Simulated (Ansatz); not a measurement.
# TiHg: from the listed structure to its properties

The task here is to estimate one member of a computed series from the others.

Computed with Ansatz 0.2.0 (DFT r2SCAN, scalar-relativistic, plane waves, PAW, unless a step's input says otherwise).

**The structure to begin with**

The structure is tetragonal, space group P4/mmm (No. 123). The conventional cell has a = 3.009 Å, b = 3.009 Å, c = 4.041 Å, α = 90.00°, β = 90.00°, γ = 90.00°. Around Ti (site symmetry 4/mmm) lie 8 Hg at 2.93 Å and 4 Ti at 3.01 Å. Around Hg (site symmetry 4/mmm) lie 8 Ti at 2.93 Å and 4 Hg at 3.01 Å.

As a file:

```
CELL_PARAMETERS angstrom
3.00900 0.00000 0.00000
0.00000 3.00900 0.00000
0.00000 0.00000 4.04100
ATOMIC_POSITIONS crystal
Ti 0.50000 0.50000 0.50000
Hg 0.00000 0.00000 0.00000
```

The structure comes from the Crystallography Open Database.

The first run:

(A quick probe on a coarse mesh, which set the mesh and smearing, is not shown.)

The input, input.yaml:

```yaml
crystal:
  lattice:
    - [3.009, 0.0, 0.0]
    - [0.0, 3.009, 0.0]
    - [0.0, 0.0, 4.041]
  atoms:
    - { symbol: Ti, position: [0.5, 0.5, 0.5] }
    - { symbol: Hg, position: [0.0, 0.0, 0.0] }
basis:
  ecutwfc: 500
kpoints:
  mp_grid: { grid: [14, 14, 10] }
hamiltonian:
  xc: r2scan
scf:
  occupations: { method: gaussian, width: 0.1 }
output:
  forces: true
  stress: true
  eigenvalues: true
  write_density: true
  write_potential: true
  elf: true
  volumetric_format: npy
relax:
  adjacent_minimum: "off"
  f_tol: 0.005
  max_steps: 80
  cell: { stress_tol: 0.05 }
```

The run is started by

```sh
ansatz run input.yaml --threads 1 --pin off --max-ram 2560MiB --backend cpu --events-out ev --progress --plain --runs-dir out
```

Among the steps run: Relaxing cell and atoms; Electronic structure at the relaxed geometry; The cell scaled to 0.97 of its volume; Point at V/V0 = 1.03; The cell scaled to 0.94 of its volume; The cell scaled to 1.06 of its volume.

One of the session's tables, all rows but one given; the rest of the session is left out.

It belongs to the step «Fit of the equation of state». 

```
volume (Å³/atom)  energy above the lowest point (meV/atom)  pressure (GPa)
          17.205                                      27.4            8.58
          17.754                                       6.4            3.91
          18.303                                       0.0           -0.01
          18.852                                         ?               ?
          19.401                                      22.3           -6.05
```

**Question.** Estimate the row for volume (Å³/atom) = 18.852.

Worked estimate for «energy above the lowest point (meV/atom)». A straight line through the neighbours (18.303, 0.0) and (19.401, 22.3) gives 0.0 + (22.3 − 0.0) × (18.852 − 18.303) / (19.401 − 18.303) = 11.2; a parabola fitted to 3 rows on both sides gives 5.3.

**Answer.** energy above the lowest point (meV/atom): 5.9; pressure (GPa): -3.30. In «energy above the lowest point (meV/atom)» the line misses by +5.3 and the parabola by -0.6.
